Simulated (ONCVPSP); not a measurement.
# An ONCV potential for Ge, from input to tests

Aim: build the potential from the settings below, then test how well it stands in for the atom: other configurations, scattering, ghost states and the plane-wave cutoff that it needs.

Method: ONCVPSP 4.0.1.1 (patched build), PBEsol, scalar-relativistic.

## 1. Starting point

Typed settings, in words:

```
element                 : germanium (Ge, Z = 32)
type                    : optimised norm-conserving Vanderbilt (ONCV)
frozen core             : [Ne]
valence charge          : 22
reference configuration : 3s2 3p6 3d10 4s2 4p2
partial waves           : 3s+4s: rc 0.85 bohr, ncon 4, nbas 8, qcut 13.3 1/bohr, 2 projectors; 3p+4p: rc 1.20 bohr, ncon 4, nbas 7, qcut 9.1 1/bohr, 2 projectors; 3d: rc 1.10 bohr, ncon 4, nbas 9, qcut 14.9 1/bohr, 3 projectors, debl 3.8 Ha; f scattering state at 0.25 Ha: rc 1.25 bohr, ncon 4, nbas 7, qcut 9.2 1/bohr, 2 projectors, debl 0.9 Ha
local potential         : polynomial inside 0.80 bohr (lpopt 3, dvloc0 0 Ha)
core correction         : Teter function, fcfact 2.5, rcfact 1.25
```

The nodes and maxima of the atom's own shells, from an earlier all-electron run, set the scale for the radii.

All-electron outer shells of the reference configuration (PBEsol, scalar-relativistic, ld1.x):

```csv
shell,level (eV),outermost node (bohr),outermost maximum (bohr)
2s,-1370.64,0.06,0.18
2p,-1198.08,–,0.14
3s,-168.12,0.26,0.54
3p,-115.43,0.23,0.54
3d,-29.31,–,0.50
4s,-11.74,0.77,1.75
4p,-3.90,0.82,2.22
```

## 2. Generating the potential

File Ge.dat:

```
# ATOM AND REFERENCE CONFIGURATION
# atsym  z   nc   nv     iexc    psfile
  Ge 32.00    3    5  -116133      upf
#
#   n    l    f
    1    0    2.00
    2    0    2.00
    2    1    6.00
    3    0    2.00
    3    1    6.00
    3    2   10.00
    4    0    2.00
    4    1    2.00
#
# PSEUDOPOTENTIAL AND OPTIMIZATION
# lmax
    3
#
#   l,   rc,      ep,       ncon, nbas, qcut
    0    0.85    0.00    4    8   13.30
    1    1.20    0.00    4    7    9.10
    2    1.10    0.00    4    9   14.90
    3    1.25    0.25    4    7    9.20
#
# LOCAL POTENTIAL
# lloc, lpopt,  rc(5),   dvloc0
    4    3    0.80    0.00
#
# VANDERBILT-KLEINMAN-BYLANDER PROJECTORs
# l, nproj, debl
    0    2    1.40
    1    2    1.10
    2    3    3.80
    3    2    0.90
#
# MODEL CORE CHARGE
# icmod, fcfact, rcfact
    3    2.50    1.25
#
# LOG DERIVATIVE ANALYSIS
# epsh1, epsh2, depsh
   -8.00    5.00    0.04
#
# OUTPUT GRID
# rlmax, drl
    6.00    0.01
#
# TEST CONFIGURATIONS
# ncnf
    4
# nvcnf
#   n    l    f
    5
    3    0    2.00
    3    1    6.00
    3    2   10.00
    4    0    2.00
    4    1    1.00
#
    5
    3    0    2.00
    3    1    6.00
    3    2   10.00
    4    0    2.00
    4    1    0.00
#
    5
    3    0    2.00
    3    1    6.00
    3    2   10.00
    4    0    1.00
    4    1    0.00
#
    5
    3    0    2.00
    3    1    6.00
    3    2   10.00
    4    0    0.00
    4    1    4.00
#
```

Launch:

```console
$ oncvpsp.x < Ge.dat > Ge.out
```

**Question.** What will these runs give? Wanted: cutoffs for 1 and 0.1 mHa per electron, occupied waves; bound ghosts; GHOST(+) flags; largest test error; largest phase difference near zero energy, channels read; rms error of d²Exc/dn², without and with the model core.

As calculated:

```
                                                quantity                               value
  cutoffs for 1 and 0.1 mHa per electron, occupied waves                     88 Ha and 99 Ha
                                            bound ghosts                          none found
                                          GHOST(+) flags                  none at low energy
                            largest test error (AE − PS)  -3.6 meV, for 3s2 3p6 3d10 4s1 4p0
largest phase difference near zero energy, channels read                           0.000 rad
 rms error of d²Exc/dn², without and with the model core                   1.59 and 1.20 mHa
```

**Reading.** The worst unpolarised test, 3s2 3p6 3d10 4s1 4p0, is off by 3.6 meV on 57.7 eV; by total energies transferability rates as very good. The potential is very hard: the looser tolerance needs 88 Ha. At the looser tolerance the 3d wave is the slowest; 3s needs 73 Ha. It is free of bound ghosts as far as tested. Near zero energy the phases of the channels with partial waves agree within 0.001 rad. All of this concerns the isolated atom, not yet a solid.
